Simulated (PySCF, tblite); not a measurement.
# C4H12ClNSi3: geometry, infrared bands and NMR shifts

What infrared bands and NMR shifts should C4H12ClNSi3 (`C=C/C([SiH2][SiH2]N)=C(/[SiH3])Cl`) show?

The runs use tblite 0.8.0 and PySCF 2.14.0, with density-fitted response routines of our own; the level of theory stands in each step. All values are computed, except where a source is named. Atoms are numbered from 0 throughout.

### Step 1. Starting geometry

21 atoms, charge 0, multiplicity 1; geometry from: force field or distance geometry start.

Bonds of the start (Å): C0–C1 1.34, C1–C2 1.47, C2–Si3 1.84, Si3–Si4 2.24, Si4–N5 1.78, C2–C6 1.33, C6–Si7 1.86, C6–Cl8 1.76, C0–H9 1.10, C0–H10 1.09, C1–H11 1.08, Si3–H12 1.49, Si3–H13 1.46, Si4–H14 1.50, Si4–H15 1.47, N5–H16 1.04, N5–H17 1.05, Si7–H18 1.48, Si7–H19 1.46, Si7–H20 1.47.

### Step 2. Relaxing the molecule with GFN2-xTB

The job: settings as JSON, then the geometry in Å.

```
{"job": {"kind": "relax", "xc": "GFN2-xTB", "basis": "xTB"}, "charge": 0, "multiplicity": 1}
C     -1.729600    -2.343100     0.167300
C     -1.842000    -1.351600    -0.725600
C     -1.172100    -0.063900    -0.513500
Si    -0.182500     0.224800     1.007000
Si     1.846100    -0.605500     0.555900
N      3.004200    -0.355700     1.878600
C     -1.263800     0.935800    -1.383800
Si    -0.408300     2.560900    -1.077200
Cl    -2.203700     0.712000    -2.858700
H     -1.159000    -2.218200     1.095200
H     -2.217100    -3.306500     0.039500
H     -2.414100    -1.459400    -1.636000
H     -0.816800    -0.471300     2.165200
H     -0.113300     1.672200     1.211800
H      2.305200     0.138800    -0.661700
H      1.719700    -2.027700     0.186800
H      3.461900    -1.267500     2.080400
H      3.746400     0.287600     1.498000
H     -0.641900     3.449100    -2.234200
H     -0.966300     3.180900     0.122100
H      1.038000     2.325300    -0.917600
```

Run with:

```console
$ OMP_NUM_THREADS=1 python probes_run.py task.json out
```

One launch serves the whole session: the jobs run in the order shown.

**Question.** This job is followed by: GFN2-xTB harmonic vibrations, gas phase; GIAO PBE0/pcSseg-1 NMR shielding, non-relativistic, gas phase. Predict these results of the whole session: strongest single infrared mode (GFN2-xTB); zero-point energy (GFN2-xTB); ¹³C shifts against TMS (PBE0/pcSseg-1); ¹H shifts against TMS (PBE0/pcSseg-1, means over atoms taken as alike); ²⁹Si shifts against TMS (PBE0/pcSseg-1); ¹⁵N shifts against NH3 (PBE0/pcSseg-1); ³⁵Cl shifts against HCl (PBE0/pcSseg-1).

As calculated:

| quantity | value |
| --- | --- |
| strongest single infrared mode (GFN2-xTB) | 827 cm⁻¹, 405 km/mol |
| zero-point energy (GFN2-xTB) | 85.5 kcal/mol |
| ¹³C shifts against TMS (PBE0/pcSseg-1) | 151.4, 148.1, 146.7, 127.3 ppm |
| ¹H shifts against TMS (PBE0/pcSseg-1, means over atoms taken as alike) | 7.55, 5.71, 5.58, 5.18, 4.48, 4.43, -0.15 ppm |
| ²⁹Si shifts against TMS (PBE0/pcSseg-1) | -49.9, -66.7, -78.5 ppm |
| ¹⁵N shifts against NH3 (PBE0/pcSseg-1) | 0.6 ppm |
| ³⁵Cl shifts against HCl (PBE0/pcSseg-1) | 328 ppm |

What this shows: The optimisation took 139 steps and gained 0.767 eV; among the close pairs (by a distance rule), Si3–Si4 changed most, from 2.238 to 2.310 Å. The lowest mode is slightly imaginary (8i cm⁻¹), a soft motion within the noise of the Hessian, so the minimum is not strictly shown. The strongest single mode, at 827 cm⁻¹, has its largest shares on H16, H12, H13 and H17 (the list is cut at 4 atoms). GFN2-xTB is a fitted tight-binding method: band positions and strengths are rough. Its intensities can rank the bands wrongly. H11 (hydrogen on an alkene CH) lies farthest downfield among hydrogen, at 7.55 ppm; attached to an sp2 carbon and in the plane of the double bond. At PBE0/pcSseg-1: The largest span, 495 ppm, is at Cl8, where the paramagnetic term is -526 ppm.
